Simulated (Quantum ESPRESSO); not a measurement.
## Mg6MnSi under changes of volume

One of the cells (19.652 Å³/atom); the others are scaled copies at fixed shape and fractional positions:

```
CELL_PARAMETERS angstrom
4.78862 0.00000 0.00000
0.00000 3.09474 5.30430
0.00000 -3.09474 5.30430
ATOMIC_POSITIONS crystal
Mn 0.00000 0.82259 0.82259
Si 0.50000 0.68124 0.68124
Mg 0.50000 0.16674 0.16674
Mg 0.50000 0.66990 0.15258
Mg 0.50000 0.15258 0.66990
Mg 0.00000 0.33423 0.33423
Mg 0.00000 0.83107 0.34165
Mg 0.00000 0.34165 0.83107
```

The cell comes from a database or a generator and needn't be the stable form of this composition.

| Quantity | Value |
| --- | --- |
| Program | Quantum ESPRESSO 7.5 |
| Functional | PBEsol |
| Potentials or basis | GBRV 1.5 PBEsol |
| Cutoff | 612 eV |
| Density cutoff | 4898 eV |
| k mesh | 6 × 5 × 5 |
| Occupations | fermi-dirac, width 0.05 eV |
| Spin | collinear spin, ferromagnetic start |
| Starting moments | [4.0, 0.0, 0.0, 0.0, 0.0, 0.0, 0.0, 0.0] μB |

```csv
volume (Å³/atom),energy over the lowest point (meV/atom),pressure (GPa),moment (μB per cell)
18.473,3.56,1.7,3.20
18.866,0.50,0.6,3.25
19.259,0.00,-0.4,3.30
19.652,?,?,?
20.045,5.80,-2.1,3.38
20.438,11.69,-2.9,3.41
20.831,19.31,-3.5,3.45
```

Problem. What does the run at 19.652 Å³/atom give?

Solution. Energy over the lowest point 1.84 meV/atom; pressure -1.3 GPa; moment 3.34 μB per cell.

Worked out: A Birch-Murnaghan fit of order 3 (a polynomial in V^(-2/3)) to the other rows has its minimum at 19.14 Å³/atom with B0 = V·E''(V) = 48 GPa and B' = 3.7 at fixed shape and positions, which overstates the stiffness. It gives 1.84 meV/atom at 19.652 Å³/atom, against the run's 1.84, and -dE/dV = -1.2 GPa, against -1.3. A parabola through the other rows of the moment, of slope 0.105 μB per Å³/atom there, gives 3.34 μB, against the run's 3.34.

Energies are extrapolated to zero smearing.
